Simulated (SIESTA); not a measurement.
**SrLiAlO3 under changes of volume**

One of the cells (11.032 Å³/atom); the others are scaled copies at fixed shape and fractional positions:

```xyz
6
Lattice="2.6108 -2.6214 0.0000 2.6108 2.6214 0.0000 -1.9190 0.0000 4.8357" Properties=species:S:1:pos:R:3 pbc="T T T"
Sr    4.6322    0.0000    0.3925
Al    2.0667    0.0000    2.0705
O     0.8000    1.3432    2.4491
O     2.0073    0.0000    0.2764
O     0.8000   -1.3432    2.4491
Li   -0.3517    0.0000    3.2426
```

The cell comes from a database or a generator and needn't be the stable form of this composition.

```yaml
Program: SIESTA 5.4.2
Functional: LDA
Potentials_or_basis: PseudoDojo 0.4 standard (LDA files)
Basis: DZP (energy shift 0.003 Ry; two zetas on semicore shells; d shell added on Sr)
Grid_cutoff: 800 Ry
Energy_shift: 0.003 Ry
k_mesh: 6 × 6 × 4
Occupations: fermi-dirac, width 0.05 eV
Spin: no spin polarisation
```

| volume (Å³/atom) | energy over the lowest point (meV/atom) | pressure (GPa) | gap on the mesh (eV) | largest force (eV/Å) |
| --- | --- | --- | --- | --- |
| 10.370 | 3.17 | 4.0 | 3.36 | 0.528 |
| 10.590 | 0.00 | 0.7 | 3.21 | 0.335 |
| 10.811 | 1.16 | -2.3 | 3.06 | 0.198 |
| 11.032 | 6.23 | -5.0 | 2.91 | 0.152 |
| 11.252 | 14.77 | -7.4 | 2.77 | 0.223 |
| 11.473 | 26.44 | -9.5 | 2.64 | 0.361 |
| 11.694 | ? | ? | ? | ? |

Question: What does the run at 11.694 Å³/atom give?

Answer: Energy over the lowest point 40.92 meV/atom; pressure -11.5 GPa; gap on the mesh 2.51 eV; largest force 0.501 eV/Å.

Worked out: A Birch-Murnaghan fit of order 3 (a polynomial in V^(-2/3)) to the other rows has its minimum at 10.64 Å³/atom with B0 = V·E''(V) = 149 GPa and B' = 4.4 at fixed shape and positions, which overstates the stiffness. It gives 40.92 meV/atom at 11.694 Å³/atom, against the run's 40.92, and -dE/dV = -11.4 GPa, against -11.5. A straight line through the other rows of the gap, of slope -7.17 eV per unit of ln V, extrapolates to 2.50 eV, against the run's 2.51.

Energies are extrapolated to zero smearing.

Caveats: the basis of atomic orbitals isn't converged, which shifts pressures, moduli and gaps.

A mesh can miss the band edges. Spin-orbit coupling on Sr is left out.
